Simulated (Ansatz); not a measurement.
# SnH3 radical (SMILES [SnH3]): a rigid scan of the angle H4–Sn1–H2

One table from this session's results is given with a row withheld; the runs are named, their logs left out.

Method: single points in def2-TZVPP; program: Ansatz 0.2.0, Gaussian basis.

Levels: PBE-D4, r2SCAN-D4, PBE0-D4, B3LYP-D4, wB97M-V, Hartree-Fock, MP2, CCSD, CCSD(T). The scan takes 85.6, 91.6, 97.6, 103.6, 109.6, 115.6, 121.6, 127.6, 133.6°.

Cores are frozen in the correlated methods. Filled d shells of the heavier atoms are correlated. Core potentials replace the inner electrons past krypton, and spin-orbit coupling is left out. Orbitals are unrestricted. B3LYP uses VWN-RPA correlation.

28 further runs of the same task are left out: 28 set aside as unsound or not needed.

**Starting geometry**

The minimum, relaxed at PBE0-D4: 4 atoms, charge 0, spin multiplicity 2.

Atoms are counted from 1 here; the program's logs count them from 0.

Bond lengths: Sn1–H2 1.715 Å, Sn1–H3 1.715 Å, Sn1–H4 1.715 Å. Angles: H2–Sn1–H3 109.6°, H2–Sn1–H4 109.6°, H3–Sn1–H4 109.6°.

Coordinates:

```xyz
4
H3Sn
Sn    0.28021   -0.21157   -0.27172
H     1.05524    0.01101    1.24169
H    -1.12505   -1.17219   -0.06402
H    -0.15490    1.31255   -0.92625
```

Energies of the minimum (eV), from earlier single points: PBE-D4 -5878.44936, r2SCAN-D4 -5880.91910, PBE0-D4 -5878.83638, B3LYP-D4 -5881.00696, wB97M-V -5877.04482, CCSD(T) -5861.15959.

At the minimum the angle H4–Sn1–H2 is 109.6°.

Set-up of the first run:

The input, ccsdt-tzvpp/in.yaml:

```yaml
crystal:
  periodic: [false, false, false]
  atoms:
    - {symbol: Sn, position_ang: [0.280206, -0.211569, -0.271725]}
    - {symbol: H, position_ang: [1.055238, 0.011013, 1.241695]}
    - {symbol: H, position_ang: [-1.125045, -1.172193, -0.064017]}
    - {symbol: H, position_ang: [0.154861, 1.498251, -0.309933]}
basis:
  gaussian: {orbitals: def2-TZVPP}
magnetization: {spin_polarized: true, initial_magnetization: 1}
correlation: {method: ccsd_t}
scf: {omitted_lower_state_checks: [cluster_reference]}
```

No record of the launch command was kept for these runs.

Among the steps run: H4–Sn1–H2 = 85.6°; H4–Sn1–H2 = 91.6°; H4–Sn1–H2 = 97.6°; H4–Sn1–H2 = 103.6°; H4–Sn1–H2 = 109.6°; H4–Sn1–H2 = 115.6°; H4–Sn1–H2 = 121.6°; H4–Sn1–H2 = 127.6°; H4–Sn1–H2 = 133.6°.

One table of the session follows, with a row left open; its other results are not shown here.

It belongs to the step «The curves». Energies less that of the minimum at the same level (kJ/mol):

| angle (°) | PBE-D4 | PBE0-D4 | B3LYP-D4 | wB97M-V | Hartree-Fock |
| --- | --- | --- | --- | --- | --- |
| 85.6 | 24.7 | 26.4 | 25.9 | 26.7 | 31.6 |
| 91.6 | 13.6 | 14.6 | 14.1 | 14.6 | 17.4 |
| 97.6 | 5.9 | 6.4 | 6.1 | 6.3 | 7.6 |
| 103.6 | 1.4 | 1.6 | 1.4 | 1.5 | 1.9 |
| 109.6 | 0.0 | 0.0 | 0.0 | 0.0 | 0.0 |
| 109.6 (minimum) | 0.0 | 0.0 | 0.0 | 0.0 | 0.0 |
| 115.6 | ? | ? | ? | ? | ? |
| 121.6 | 5.5 | 5.8 | 6.1 | 6.1 | 7.0 |
| 127.6 | 12.3 | 13.0 | 13.4 | 13.6 | 15.5 |
| 133.6 | 21.6 | 22.9 | 23.4 | 23.8 | 27.4 |

Estimate the missing values for angle (°) = 115.6.

The run gave: PBE-D4: 1.4; PBE0-D4: 1.4; B3LYP-D4: 1.6; wB97M-V: 1.6; Hartree-Fock: 1.7.
